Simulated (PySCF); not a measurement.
# H3NdO3 (Nd(OH)3): the cost of one run

Program: PySCF 2.14.0. Level of theory: BP86, Nd lcecp-1-SVP with ECP49, O def2-SVP, H def2-SVP; scalar-relativistic core potentials, no spin–orbit coupling. These are calculated values, not measurements.

## (1) The system as given

7 atoms, charge 0, spin multiplicity 1.

Bond lengths: Nd1–O2 2.220 Å, Nd1–O4 2.220 Å, Nd1–O6 2.220 Å, O2–H3 0.966 Å, O4–H5 0.966 Å, O6–H7 0.966 Å. Angles: O2–Nd1–O4 120.0°, O2–Nd1–O6 120.0°, O4–Nd1–O6 120.0°, Nd1–O2–H3 158.7°, Nd1–O4–H5 158.7°, Nd1–O6–H7 158.7°.

As a file:

```mol
H3NdO3
  3D, bonds by distance, orders not assigned

  7  6  0  0  0  0  0  0  0  0999 V2000
    0.0000    0.0000    0.0000 Nd  0  0
    2.2198    0.0000    0.0000 O   0  0
    3.1198    0.0000    0.3500 H   0  0
   -1.1099    1.9224    0.0000 O   0  0
   -1.5599    2.7018    0.3500 H   0  0
   -1.1099   -1.9224    0.0000 O   0  0
   -1.5599   -2.7018    0.3500 H   0  0
  1  2  8  0
  1  4  8  0
  1  6  8  0
  2  3  8  0
  4  5  8  0
  6  7  8  0
M  END
```

Formal oxidation states: Nd +3. Each metal's 3 4f electrons lie in its core potential, so multiplicities, spins and levels count the valence alone.

## (2) SCF at the start, singlet

The input, run.py (the lines that set the calculation):

```python
mol = gto.M(atom='''
Nd     0.00000     0.00000     0.00000
O      2.21980     0.00000     0.00000
H      3.11980     0.00000     0.35000
O     -1.10990     1.92240     0.00000
H     -1.55990     2.70180     0.35000
O     -1.10990    -1.92240     0.00000
H     -1.55990    -2.70180     0.35000''',
    basis={'Nd': 'lcecp-1-SVP', 'O': 'def2-SVP', 'H': 'def2-SVP'},
    ecp={'Nd': 'lcecp-1-SVP'},
    charge=0, spin=0)
mf = dft.RKS(mol, xc='B88,P86')
mf.grids.atom_grid = (50, 194)  # f atoms: unpruned, at least (60, 302)
mf = mf.density_fit()  # fitting sets: Nd AutoAux, O def2-universal-JKFIT, H def2-universal-JKFIT
mf.conv_tol = 1e-08; mf.max_cycle = 55
mf.kernel(dm0)  # dm0: free metal ions and neutral atoms
```

Run with:

```
$ OMP_NUM_THREADS=2 python run.py
```

Q: Estimate wall time and peak memory on 2 threads of Arm Neoverse V1, shared host.

About 3.1 s, with a peak of 0.54 GiB.
